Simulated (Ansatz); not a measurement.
# C₂H₆ClFSi: up Jacob's ladder to CCSD(T)

Aim: compute C₂H₆ClFSi with functionals from several rungs and with coupled cluster, and see how far each lands from CCSD(T) at the basis-set limit for the atomisation energy.

The runs use Ansatz 0.2.0, Gaussian basis; functionals in def2-TZVPP, the program's frozen cores in correlated methods.

Plan: PBE-D4, r2SCAN-D4, PBE0-D4, B3LYP-D4, ωB97X-V, ωB97M-V, B2PLYP; CCSD(T)/def2-TZVPP; MP2/def2-QZVPP; extrapolation to the limit.

## (1) The geometry

The geometry comes from an earlier relaxation with PBE0-D4/def2-TZVP; it is a stationary point, not always the lowest conformer.

SMILES `FCC[SiH2]Cl`, 11 atoms, charge 0, spin multiplicity 1.

Atoms are counted from 1 here; the program's logs count them from 0.

Bond lengths: F1–C2 1.386 Å, C2–C3 1.510 Å, C2–H6 1.094 Å, C2–H7 1.094 Å, C3–Si4 1.873 Å, C3–H8 1.096 Å, C3–H9 1.096 Å, Si4–Cl5 2.062 Å, Si4–H10 1.483 Å, Si4–H11 1.479 Å. Angles: F1–C2–C3 109.9°, F1–C2–H6 107.3°, F1–C2–H7 107.6°, C3–C2–H6 111.7°, C3–C2–H7 111.3°, H6–C2–H7 108.9°, C2–C3–Si4 114.7°, C2–C3–H8 110.2°, C2–C3–H9 108.9°, Si4–C3–H8 108.1°, Si4–C3–H9 107.8°, H8–C3–H9 106.8°, C3–Si4–Cl5 108.7°, C3–Si4–H10 109.6°, C3–Si4–H11 113.0°, Cl5–Si4–H10 107.6°, Cl5–Si4–H11 107.8°, H10–Si4–H11 109.9°.

As a file:

```xyz
11
C2H6ClFSi
F    -1.7013    1.0632    0.3319
C    -0.4703    1.3048   -0.2579
C     0.1387    0.0057   -0.7301
Si    0.3346   -1.2975    0.6007
Cl    1.4437   -0.5018    2.1457
H    -0.6381    1.9976   -1.0875
H     0.1635    1.7917    0.4888
H    -0.4647   -0.4227   -1.5388
H     1.1305    0.2095   -1.1483
H     1.0862   -2.4551    0.0578
H    -0.9576   -1.7523    1.1583
```

## (2) PBE-D4 (GGA)

in.yaml

```yaml
crystal:
  periodic: [false, false, false]
  atoms:
    - {symbol: F, position_ang: [-1.701345, 1.063194, 0.331912]}
    - {symbol: C, position_ang: [-0.470282, 1.304779, -0.257856]}
    - {symbol: C, position_ang: [0.138685, 0.005683, -0.730137]}
    - {symbol: Si, position_ang: [0.334609, -1.297508, 0.600673]}
    - {symbol: Cl, position_ang: [1.443729, -0.501820, 2.145733]}
    - {symbol: H, position_ang: [-0.638104, 1.997581, -1.087510]}
    - {symbol: H, position_ang: [0.163494, 1.791654, 0.488751]}
    - {symbol: H, position_ang: [-0.464690, -0.422662, -1.538832]}
    - {symbol: H, position_ang: [1.130546, 0.209523, -1.148322]}
    - {symbol: H, position_ang: [1.086223, -2.455105, 0.057784]}
    - {symbol: H, position_ang: [-0.957565, -1.752321, 1.158304]}
basis:
  gaussian: {orbitals: def2-TZVPP}
hamiltonian: {xc: pbe, dispersion: d4}
output: {forces: true, orbitals: {seedname: orbitals}}
```

On the command line:

```
$ ansatz run in.yaml --threads 4 --pin off --events-out ev --progress --plain --max-ram 10444MiB
```

Further steps of the session: r2SCAN-D4 (meta-GGA); PBE0-D4 (hybrid); B3LYP-D4 (hybrid); ωB97X-V (range-separated); ωB97M-V (range-separated); B2PLYP (double hybrid); CCSD(T) in def2-TZVPP; MP2 in def2-QZVPP.

Before running them: what should the planned runs give, taken together? Wanted: atomisation energy, CCSD(T)/CBS; farthest; mean size of error, hybrid; mean size of error, range-separated; gap, smallest and largest; T1 diagnostic; triples share of the correlation energy.

The runs gave:

| quantity | value |
| --- | --- |
| atomisation energy, CCSD(T)/CBS | 3960.0 kJ/mol |
| functionals within 19.8 kJ/mol (0.5 %) | r2SCAN-D4, PBE0-D4, B3LYP-D4, ωB97X-V, ωB97M-V |
| farthest | B2PLYP (-53.9 kJ/mol) |
| mean size of error, hybrid | 8.5 kJ/mol |
| mean size of error, range-separated | 12.8 kJ/mol |
| gap, smallest and largest | 6.73 eV (PBE-D4), 13.44 eV (ωB97X-V) |
| T1 diagnostic | 0.0100 |
| triples share of the correlation energy | 3.5 % |

PBE-D4 is off by +48.9 kJ/mol, about 4.9 kJ/mol a bond. Double hybrids carry the basis error of their MP2 part in triple zeta, and no dispersion term here, so their miss is partly the set-up's. Misses under about 19.8 kJ/mol are within the doubt on the reference itself, which lacks core-valence correlation, relativity and higher excitations. Hartree-Fock recovers 75 % of the binding; the rest is correlation. Orbital gaps span 6.7 to 13.4 eV; exact exchange widens them.
